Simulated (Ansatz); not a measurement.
# CH7AlO2Si: up Jacob's ladder to CCSD(T)

Aim: compute CH7AlO2Si with functionals from several rungs and with coupled cluster. The yardstick is the atomisation energy at the CCSD(T) limit.

Computed with Ansatz 0.2.0, Gaussian basis. Level: functionals in def2-TZVPP, the program's frozen cores in correlated methods.

The runs, in order: LDA (SPW92), PBE-D4, revPBE-D4, BLYP-D4, r2SCAN-D4, B97M-V, PBE0-D4, B3LYP-D4, r2SCANh-D4, r2SCAN0-D4, HSE06-D4, BHLYP-D4, CAM-B3LYP-D4, LC-ωPBE, ωB97X-V, ωB97M-V, B2PLYP, PBE-QIDH; CCSD(T)/def2-SVP; CCSD(T)/def2-TZVPP; MP2/def2-QZVPP; extrapolation to the limit; RPA on PBE.

## 1. The geometry

The geometry comes from an earlier relaxation with PBE0-D4 in a triple-zeta def2 set; it is a stationary point, not always the lowest conformer.

SMILES `[CH3][AlH][O][SiH2]O`, 12 atoms, charge 0, spin multiplicity 1.

Atoms are counted from 1 here; the program's logs count them from 0.

Bond lengths: C1–Al2 1.941 Å, C1–H6 1.092 Å, C1–H7 1.096 Å, C1–H8 1.094 Å, Al2–O3 1.689 Å, Al2–H9 1.584 Å, O3–Si4 1.616 Å, Si4–O5 1.643 Å, Si4–H10 1.480 Å, Si4–H11 1.488 Å, O5–H12 0.958 Å. Angles: Al2–C1–H6 112.4°, Al2–C1–H7 110.5°, Al2–C1–H8 111.3°, H6–C1–H7 107.6°, H6–C1–H8 108.4°, H7–C1–H8 106.4°, C1–Al2–O3 119.7°, C1–Al2–H9 123.8°, O3–Al2–H9 116.5°, Al2–O3–Si4 171.9°, O3–Si4–O5 112.7°, O3–Si4–H10 110.3°, O3–Si4–H11 107.8°, O5–Si4–H10 104.5°, O5–Si4–H11 110.1°, H10–Si4–H11 111.5°, Si4–O5–H12 117.7°.

## 2. LDA

This LDA is Slater exchange with PW92 correlation.

in.yaml

```yaml
crystal:
  periodic: [false, false, false]
  atoms:
    - {symbol: C, position_ang: [-2.508813, -0.005073, -0.729921]}
    - {symbol: Al, position_ang: [-0.641760, 0.460845, -0.983161]}
    - {symbol: O, position_ang: [0.477785, 0.124876, 0.235615]}
    - {symbol: Si, position_ang: [1.676805, -0.290519, 1.236437]}
    - {symbol: O, position_ang: [3.070567, -0.647440, 0.443245]}
    - {symbol: H, position_ang: [-2.657039, -0.690637, 0.107526]}
    - {symbol: H, position_ang: [-3.104445, 0.892964, -0.531338]}
    - {symbol: H, position_ang: [-2.930522, -0.463484, -1.629597]}
    - {symbol: H, position_ang: [-0.081583, 1.182440, -2.276849]}
    - {symbol: H, position_ang: [1.333169, -1.535818, 1.959567]}
    - {symbol: H, position_ang: [1.898513, 0.842573, 2.174636]}
    - {symbol: H, position_ang: [3.544422, 0.074173, 0.028039]}
basis:
  gaussian: {orbitals: def2-TZVPP}
hamiltonian: {xc: lda}
output: {orbitals: {seedname: orbitals}}
```

Command:

```sh
$ ansatz run in.yaml --threads 4 --pin off --events-out ev --progress --plain --max-ram 10444MiB
```

Further steps of the session: PBE-D4 (GGA); revPBE-D4 (GGA); BLYP-D4 (GGA); r2SCAN-D4 (meta-GGA); B97M-V (meta-GGA); PBE0-D4 (hybrid); B3LYP-D4 (hybrid); r2SCANh-D4 (hybrid); r2SCAN0-D4 (hybrid); HSE06-D4 (hybrid); BHLYP-D4 (hybrid); CAM-B3LYP-D4 (range-separated); LC-ωPBE (range-separated); ωB97X-V (range-separated); ωB97M-V (range-separated); B2PLYP (double hybrid); PBE-QIDH (double hybrid); CCSD(T) in def2-SVP; CCSD(T) in def2-TZVPP; MP2 in def2-QZVPP; RPA on PBE orbitals.

Before running them: what should the planned runs give, taken together? Wanted: atomisation energy, CCSD(T)/CBS; farthest beyond LDA; mean size of error, GGA; mean size of error, meta-GGA; mean size of error, hybrid; mean size of error, range-separated; mean size of error, double hybrid; gap, smallest and largest; T1 diagnostic.

As calculated:

```
                               quantity                                              value
        atomisation energy, CCSD(T)/CBS                                    1056.2 kcal/mol
functionals within 5.3 kcal/mol (0.5 %)  r2SCAN-D4, B97M-V, CAM-B3LYP-D4, ωB97X-V, ωB97M-V
                    farthest beyond LDA                          BHLYP-D4 (-32.4 kcal/mol)
                mean size of error, GGA                                      16.1 kcal/mol
           mean size of error, meta-GGA                                       2.2 kcal/mol
             mean size of error, hybrid                                      18.0 kcal/mol
    mean size of error, range-separated                                       4.5 kcal/mol
      mean size of error, double hybrid                                      16.9 kcal/mol
              gap, smallest and largest          5.06 eV (LDA (SPW92)), 12.08 eV (LC-ωPBE)
                          T1 diagnostic                                             0.0115
triples share of the correlation energy                                              3.3 %
```

What this shows: LDA overbinds by 121.3 kcal/mol (11 %). PBE-D4 is off by -5.5 kcal/mol. Double hybrids carry the basis error of their MP2 part in triple zeta, and no dispersion term here, so their miss is partly the set-up's. The rungs meta-GGA, range-separated miss on average by less than the doubt on the reference (5.3 kcal/mol), so they tie. The reference freezes the cores and leaves out relativity and excitations past (T), so misses under about 5.3 kcal/mol can't be ranked. Hartree-Fock recovers 74 % of the binding; the rest is correlation. CCSD(T) in def2-SVP is off by -74.1 kcal/mol, which most functionals beat. Orbital gaps span 5.1 to 12.1 eV; exact exchange widens them.
